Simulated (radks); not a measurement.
**Ag with its nuclear charge varied continuously**

An exercise on one series of results from a longer session: the logs are not shown, and one member is left open.

Method: Dirac Kohn-Sham, PBE, spin-unpolarised, spherical densities, finite nucleus. Code: radks (a radial shooting solver on a logarithmic mesh, Libxc functionals) version 1.

## The atom as given

| Property | Result |
| --- | --- |
| element | silver (Z = 47) |
| charge | 0 |
| electrons | 47 |
| configuration | [Kr] 4d10 5s1 |
| nuclear rms radius | 4.5454 fm |

Outer shells as boxes (Hund's rule):

Ag
```
[Kr] core
4d [↑↓][↑↓][↑↓][↑↓][↑↓]
5s [↑ ]
```

The first run:

Settings of this run:

```text
Z 47
configuration [Kr] 4d10 5s1
relativity Dirac
functional pbe,pbe
spin unpolarised
j_filling energy
nucleus finite rms 4.5454 fm
c 137.035999084
```

Steps of the session up to this table: Z = 47.

One of the session's tables, all rows but one given; the rest of the session is left out.

It belongs to the step «Z = 47». From the orbitals of this run (lengths in bohr):

| level | <r> | outermost maximum (interpolated) | 90 % within | nodes |
| --- | --- | --- | --- | --- |
| 3d3/2 | ? | ? | ? | ? |
| 3d5/2 | 0.3472 | 0.275 | 0.549 | 0 |
| 4s1/2 | 0.9121 | 0.823 | 1.33 | 3 |
| 4p1/2 | 0.9797 | 0.860 | 1.45 | 2 |
| 4p3/2 | 1.011 | 0.885 | 1.50 | 2 |
| 4d3/2 | 1.403 | 1.03 | 2.28 | 1 |
| 4d5/2 | 1.429 | 1.04 | 2.34 | 1 |
| 5s1/2 | 3.166 | 2.50 | 4.87 | 4 |

Estimate the missing values for 3d3/2.

As computed: <r>: 0.3437; outermost maximum (interpolated): 0.272; 90 % within: 0.544; nodes: 0. In the column «<r>» it is the lowest.
